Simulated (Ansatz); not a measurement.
# CH5NOZn: the cost of one run

Method: RKS revPBE-D4/def2-SVP, in Ansatz 0.2.0.

### Step 1. The structure to begin with

Bond lengths: N1–C2 1.410 Å, C2–O3 1.421 Å, O3–Zn4 1.445 Å, N1–H5 1.093 Å, N1–H6 1.099 Å, C2–H7 1.126 Å, C2–H8 1.133 Å. Angles: N1–C2–O3 111.3°, N1–C2–H7 108.6°, N1–C2–H8 107.0°, O3–C2–H7 111.3°, O3–C2–H8 111.7°, H7–C2–H8 106.8°, C2–N1–H5 109.3°, C2–N1–H6 109.5°, H5–N1–H6 102.2°, C2–O3–Zn4 118.9°.

Structure file:

```xyz
9

N     0.5910    0.9004   -0.6168
C     0.6626   -0.4515   -0.2215
O    -0.6095   -1.0805   -0.3007
Zn   -1.6850   -0.5880    0.5295
H     0.1538    0.9608   -1.6162
H    -0.1567    1.4235   -0.0041
H     1.0770   -0.4977    0.8240
H     1.4200   -0.9539   -0.8973
H    -1.3647    0.2406    2.2862
```

### Step 2. End point A

Input file input.yaml:

```yaml
crystal:
  periodic: [false, false, false]
  atoms:
    - { symbol: "N", position_ang: [0.591, 0.9004, -0.6168] }
    - { symbol: C, position_ang: [0.6626, -0.4515, -0.2215] }
    - { symbol: O, position_ang: [-0.6095, -1.0805, -0.3007] }
    - { symbol: Zn, position_ang: [-1.685, -0.588, 0.5295] }
    - { symbol: H, position_ang: [0.1538, 0.9608, -1.6162] }
    - { symbol: H, position_ang: [-0.1567, 1.4235, -0.0041] }
    - { symbol: H, position_ang: [1.077, -0.4977, 0.824] }
    - { symbol: H, position_ang: [1.42, -0.9539, -0.8973] }
    - { symbol: H, position_ang: [-1.3647, 0.2406, 2.2862] }
basis:
  gaussian: { orbitals: def2-SVP }
hamiltonian:
  xc: revpbe
  dispersion: d4
relax:
  f_tol: 0.015
  max_steps: 40
```

Command:

```sh
$ ansatz run input.yaml --threads 2 --pin off --max-ram 3072MiB --backend cpu --events-out ev --progress --plain --runs-dir out
```

**Question.** How long does this run take on 2 threads of Arm Neoverse V1, shared host, and how much memory does it need?

About 27 s, with a peak of 0.15 GiB.
